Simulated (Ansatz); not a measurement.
# CH7ClO2Si2: a ladder of functionals and wavefunction methods

One table from this session's results is given with a row withheld; the runs are named, their logs left out.

The runs use Ansatz 0.2.0, Gaussian basis; functionals in def2-TZVPP, the program's frozen cores in correlated methods.

The runs, in order: PBE-D4, r2SCAN-D4, PBE0-D4, B3LYP-D4, ωB97X-V, ωB97M-V, B2PLYP; CCSD(T)/def2-TZVPP; MP2/def2-QZVPP; extrapolation to the limit.

**The relaxed structure**

The geometry comes from an earlier relaxation with PBE0-D4 in a triple-zeta def2 set; it is a stationary point, not always the lowest conformer.

SMILES `CO[SiH](Cl)O[SiH3]`, 13 atoms, charge 0, spin multiplicity 1.

Atoms are counted from 1 here; the program's logs count them from 0.

Bond lengths: C1–O2 1.412 Å, C1–H7 1.095 Å, C1–H8 1.094 Å, C1–H9 1.090 Å, O2–Si3 1.622 Å, Si3–Cl4 2.054 Å, Si3–O5 1.609 Å, Si3–H10 1.473 Å, O5–Si6 1.645 Å, Si6–H11 1.483 Å, Si6–H12 1.484 Å, Si6–H13 1.482 Å. Angles: O2–C1–H7 111.3°, O2–C1–H8 111.0°, O2–C1–H9 107.9°, H7–C1–H8 108.9°, H7–C1–H9 108.6°, H8–C1–H9 109.0°, C1–O2–Si3 126.0°, O2–Si3–Cl4 109.1°, O2–Si3–O5 108.0°, O2–Si3–H10 112.7°, Cl4–Si3–O5 110.2°, Cl4–Si3–H10 107.3°, O5–Si3–H10 109.6°, Si3–O5–Si6 143.5°, O5–Si6–H11 109.5°, O5–Si6–H12 110.2°, O5–Si6–H13 107.7°, H11–Si6–H12 109.7° and more.

Set-up of the first run:

File in.yaml:

```yaml
crystal:
  periodic: [false, false, false]
  atoms:
    - {symbol: C, position_ang: [-1.139054, 0.763334, -2.033034]}
    - {symbol: O, position_ang: [-0.796399, 0.215214, -0.778069]}
    - {symbol: Si, position_ang: [0.108566, 0.932352, 0.360923]}
    - {symbol: Cl, position_ang: [1.887157, 1.533659, -0.472978]}
    - {symbol: O, position_ang: [0.377656, -0.140434, 1.529936]}
    - {symbol: Si, position_ang: [0.848502, -1.690043, 1.820641]}
    - {symbol: H, position_ang: [-1.722642, 1.682684, -1.919852]}
    - {symbol: H, position_ang: [-0.244618, 0.981741, -2.623430]}
    - {symbol: H, position_ang: [-1.744573, 0.029487, -2.565627]}
    - {symbol: H, position_ang: [-0.535681, 2.128843, 0.928313]}
    - {symbol: H, position_ang: [-0.333307, -2.584659, 1.764298]}
    - {symbol: H, position_ang: [1.849199, -2.120219, 0.812294]}
    - {symbol: H, position_ang: [1.445184, -1.731970, 3.176574]}
basis:
  gaussian: {orbitals: def2-TZVPP}
hamiltonian: {xc: pbe, dispersion: d4}
output: {forces: true, orbitals: {seedname: orbitals}}
```

The run is started by

```bash
ansatz run in.yaml --threads 2 --pin off --events-out ev --progress --plain --max-ram 32768MiB --backend cuda --devices 0, --max-vram 18GiB
```

Among the steps run: PBE-D4 (GGA); r2SCAN-D4 (meta-GGA); PBE0-D4 (hybrid); B3LYP-D4 (hybrid); ωB97X-V (range-separated); ωB97M-V (range-separated); B2PLYP (double hybrid); CCSD(T) in def2-TZVPP; MP2 in def2-QZVPP.

One table of the session follows, with a row left open; its other results are not shown here.

```
            method  atomisation energy (kJ/mol)
            PBE-D4                       4792.4
         r2SCAN-D4                       4787.4
           PBE0-D4                       4732.8
          B3LYP-D4                       4763.5
           ωB97X-V                       4805.0
           ωB97M-V                       4798.4
            B2PLYP                       4722.4
     HF/def2-TZVPP                       3563.0
    MP2/def2-TZVPP                       4748.2
   CCSD/def2-TZVPP                       4603.7
CCSD(T)/def2-TZVPP                       4664.2
           MP2/CBS                            ?
       CCSD(T)/CBS                       4801.5
```

Estimate the missing values for MP2/CBS.

As computed: atomisation energy (kJ/mol): 4885.5. In the column «atomisation energy (kJ/mol)» it is the highest.

To keep in mind: Free atoms (1 C, 2 O, 2 Si, 1 Cl, 7 H) were run apart at each level; the atomisation energy is their sum less the molecule, without zero-point or spin-orbit terms.
